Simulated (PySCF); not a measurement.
# C3H8O2Si: the cost of one run

The runs use PySCF 2.14.0, with density-fitted response routines of our own; the level of theory stands in each step. All values are computed, except where a source is named. Atoms count from 0, in the outputs and in this text.

### Step 1. The molecule as given

14 atoms, charge 0, multiplicity 1; geometry from: GFN2-xTB. The atoms were then displaced at random by about 0.01 Å, so the start is not that level's minimum.

Bonds of the start (Å): C0–C1 1.33, C1–O2 1.35, O2–C3 1.43, C3–O4 1.33, O4–Si5 1.63, C0–H6 1.08, C0–H7 1.04, C1–H8 1.08, C3–H9 1.12, C3–H10 1.11, Si5–H11 1.46, Si5–H12 1.46, Si5–H13 1.44.

### Step 2. Optimising the geometry at PBE0-D3(BJ)/def2-SVP

Job settings and geometry (Å):

```
{"job": {"xc": "PBE0", "basis": "def2-SVP", "d3": "d3bj", "grid": 1, "shake": 0.01, "kind": "geom"}, "charge": 0, "multiplicity": 1}
C     -2.390960    -0.654920     0.569380
C     -1.702010     0.364410     0.074920
O     -0.354630     0.360940     0.097920
C      0.354570     1.500130    -0.391640
O      1.656940     1.246910    -0.448290
Si     2.319830    -0.191820    -0.059180
H     -3.473450    -0.609410     0.526370
H     -1.922110    -1.478850     1.005970
H     -2.150760     1.249800    -0.357100
H      0.130140     2.362960     0.281680
H     -0.056940     1.740070    -1.392720
H      1.854640    -1.253300    -0.942770
H      2.035610    -0.554070     1.324130
H      3.691980     0.182080    -0.296440
```

The run is started by

```bash
OMP_NUM_THREADS=1 python probes_run.py task.json out
```

One launch serves the whole session: the jobs run in the order shown.

Q: Estimate the wall time and peak memory of this first job on 1 thread of Arm Neoverse V1, shared host.

About 3.4 min, with a peak of 0.52 GiB.
